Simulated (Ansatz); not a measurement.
# HfBr3F: basis-set convergence

The task here is to estimate one member of a computed series from the others.

Program: Ansatz 0.2.0, Gaussian basis. Level of theory: one geometry, several basis sets. These are calculated values, not measurements.

Levels to be run: PBE0-D4/def2-SVP; ωB97M-V/def2-SVP; PBE0-D4/def2-QZVPP; ωB97M-V/def2-QZVPP; the functionals' def2-TZVPP values are taken from earlier runs.

## Structure used throughout

All runs share one geometry, relaxed beforehand with PBE0-D4 in a triple-zeta def2 set. Hf takes the def2 core potential; no spin-orbit term is included.

5 atoms, charge 0, spin multiplicity 1.

Atoms are counted from 1 here; the program's logs count them from 0.

Bond lengths: F1–Hf2 1.878 Å, Hf2–Br3 2.477 Å, Hf2–Br4 2.477 Å, Hf2–Br5 2.477 Å. Angles: F1–Hf2–Br3 108.7°, F1–Hf2–Br4 108.7°, F1–Hf2–Br5 108.7°, Br3–Hf2–Br4 110.2°, Br3–Hf2–Br5 110.2°, Br4–Hf2–Br5 110.2°.

Set-up of the first run:

Input file in.yaml:

```yaml
crystal:
  periodic: [false, false, false]
  atoms:
    - {symbol: F, position_ang: [-0.573021, -0.192584, 1.874847]}
    - {symbol: Hf, position_ang: [-0.020064, -0.023778, 0.088514]}
    - {symbol: Br, position_ang: [1.992233, -1.425467, -0.257136]}
    - {symbol: Br, position_ang: [-1.856515, -0.785914, -1.387970]}
    - {symbol: Br, position_ang: [0.507366, 2.354142, -0.359556]}
basis:
  gaussian: {orbitals: def2-SVP}
hamiltonian: {xc: pbe0, dispersion: d4}
output: {orbitals: {seedname: orbitals}}
```

Run with:

```console
ansatz run in.yaml --threads 4 --pin off --events-out ev --progress --plain --max-ram 11315MiB
```

Steps of the session up to this table: PBE0-D4 in def2-SVP; ωB97M-V in def2-SVP; PBE0-D4 in def2-QZVPP; ωB97M-V in def2-QZVPP.

One of the session's tables, all rows but one given; the rest of the session is left out.

It belongs to the step «Density functionals: the series». 

```
functional       basis  HOMO (eV)  LUMO (eV)
   PBE0-D4    def2-SVP      -8.93      -2.20
   PBE0-D4  def2-TZVPP      -8.92      -2.15
   PBE0-D4  def2-QZVPP      -8.92      -2.15
   ωB97M-V    def2-SVP     -11.03      -0.14
   ωB97M-V  def2-TZVPP     -11.04      -0.13
   ωB97M-V  def2-QZVPP          ?          ?
```

**Question.** Estimate the row for ωB97M-V, def2-QZVPP.

The run gave: HOMO (eV): -11.04; LUMO (eV): -0.14.
